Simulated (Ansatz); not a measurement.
**AuBrH₃N: basis-set convergence**

An exercise on one series of results from a longer session: the logs are not shown, and one member is left open.

Method: one geometry, several basis sets; program: Ansatz 0.2.0, Gaussian basis.

Plan: PBE0-D4/def2-SVP; ωB97M-V/def2-SVP; PBE0-D4/def2-QZVPP; ωB97M-V/def2-QZVPP; the functionals' def2-TZVPP values are taken from earlier runs.

### The relaxed structure

An earlier PBE0-D4 in a triple-zeta def2 set relaxation fixed the geometry. Au takes the def2 core potential; no spin-orbit term is included.

6 atoms, charge 0, spin multiplicity 1.

Atoms are counted from 1 here; the program's logs count them from 0.

Bond lengths: N1–Au2 2.098 Å, N1–H4 1.014 Å, N1–H5 1.014 Å, N1–H6 1.014 Å, Au2–Br3 2.358 Å. Angles: Au2–N1–H4 110.9°, Au2–N1–H5 110.9°, Au2–N1–H6 110.9°, H4–N1–H5 108.0°, H4–N1–H6 108.0°, H5–N1–H6 108.0°, N1–Au2–Br3 180.0°.

Set-up of the first run:

File in.yaml:

```yaml
crystal:
  periodic: [false, false, false]
  atoms:
    - {symbol: N, position_ang: [-0.863626, 0.001962, 0.262059]}
    - {symbol: Au, position_ang: [1.140503, -0.027016, -0.358475]}
    - {symbol: Br, position_ang: [3.392383, -0.059883, -1.057479]}
    - {symbol: H, position_ang: [-1.300648, -0.901895, 0.116494]}
    - {symbol: H, position_ang: [-1.393382, 0.693934, -0.257245]}
    - {symbol: H, position_ang: [-0.933229, 0.228899, 1.248348]}
basis:
  gaussian: {orbitals: def2-SVP}
hamiltonian: {xc: pbe0, dispersion: d4}
output: {orbitals: {seedname: orbitals}}
```

Steps of the session up to this table: PBE0-D4 in def2-SVP; ωB97M-V in def2-SVP; PBE0-D4 in def2-QZVPP; ωB97M-V in def2-QZVPP.

One of the session's tables, all rows but one given; the rest of the session is left out.

It belongs to the step «Functionals by basis». 

| functional | basis | HOMO (eV) |
| --- | --- | --- |
| PBE0-D4 | def2-SVP | -6.46 |
| PBE0-D4 | def2-TZVPP | -6.62 |
| PBE0-D4 | def2-QZVPP | ? |
| ωB97M-V | def2-SVP | -8.62 |
| ωB97M-V | def2-TZVPP | -8.81 |
| ωB97M-V | def2-QZVPP | -8.84 |

**Question.** Estimate the row for PBE0-D4, def2-QZVPP.

The run gave: HOMO (eV): -6.65. In the column «HOMO (eV)» it lies between ωB97M-V, def2-SVP (-8.62) and PBE0-D4, def2-TZVPP (-6.62).
